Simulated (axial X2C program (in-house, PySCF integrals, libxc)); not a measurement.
# A two-component session on MoCl: properties at the nuclei

Wanted for MoCl: properties at the nuclei, at the two-component level.

The runs use an in-house X2C program for linear molecules on PySCF integrals; two-component X2C with atomic mean-field terms, Mo dyall-acv3z, Cl dyall-av3z.

All values are calculated.

## 1. Input

task.json

```json
{"zs": [42, 17], "q": 0, "bas": ["dyall-acv3z", "dyall-av3z"], "r0": 2.37, "levels": ["PBE0", "HF", "B3LYP"], "nst": 1, "ff": 1, "thr": -3.5, "nmax": 130, "opt": {"ecut": 60}}
```

Keys: zs atomic numbers; q charge; bas basis sets; r0 starting distance in Å; levels methods (HF also brings MP2); nst determinants followed; ff finite-field run; thr threshold in hartree for freezing inner shells (an s shell follows its p shell); nmax most natural virtual spinors; ecut virtual cutoff in hartree.

Started as:

```bash
$ python soeom.py task.json out
```

The runs that follow: Expectation values, lowest determinant; Finite-field coupled cluster.

Before running it: what results should come out? Wanted: lowest determinant; Eeff magnitude; Ws magnitude Mo; A∥/gI Mo; qzz Mo (for each run or level that gives them).

As calculated:

```
                       quantity                                    value
             lowest determinant  Ω = 5/2 (excess of +ω over −ω: ω = 5/2)
   Eeff magnitude (GV/cm), PBE0                                    0.668
    Ws magnitude Mo (kHz), PBE0                                   0.0725
           A∥/gI Mo (MHz), PBE0                                      395
            qzz Mo (a.u.), PBE0                                    -0.17
Eeff magnitude (GV/cm), CCSD(T)                                     0.74
 Ws magnitude Mo (kHz), CCSD(T)                                   0.0813
        A∥/gI Mo (MHz), CCSD(T)                                      348
         qzz Mo (a.u.), CCSD(T)                                    -0.50
```

In words: In the first state, the effective field runs from 0.321 to 0.709 GV/cm over the mean-field levels, so the levels don't agree on it. The expectation values come from single determinants, which for open shells can mix terms of unlike spin or miss the lowest Ω, so a determinant need not be a state. Eeff is the effective electric field on the electron dipole moment in this Ω state and Ws the scalar–pseudoscalar constant (defined with the proton number Z and per Ω); A∥ is the parallel hyperfine constant, which follows by multiplying with the nuclear g factor gI = μI/(I μN); qzz is the electric field gradient, eQq0 = 234.96 MHz × Q/barn × qzz; μ is positive if Cl is the positive end. The operators were transformed with the bare-nucleus X2C matrices. Correlation of the inner shells is missing, which matters for properties at the nucleus.
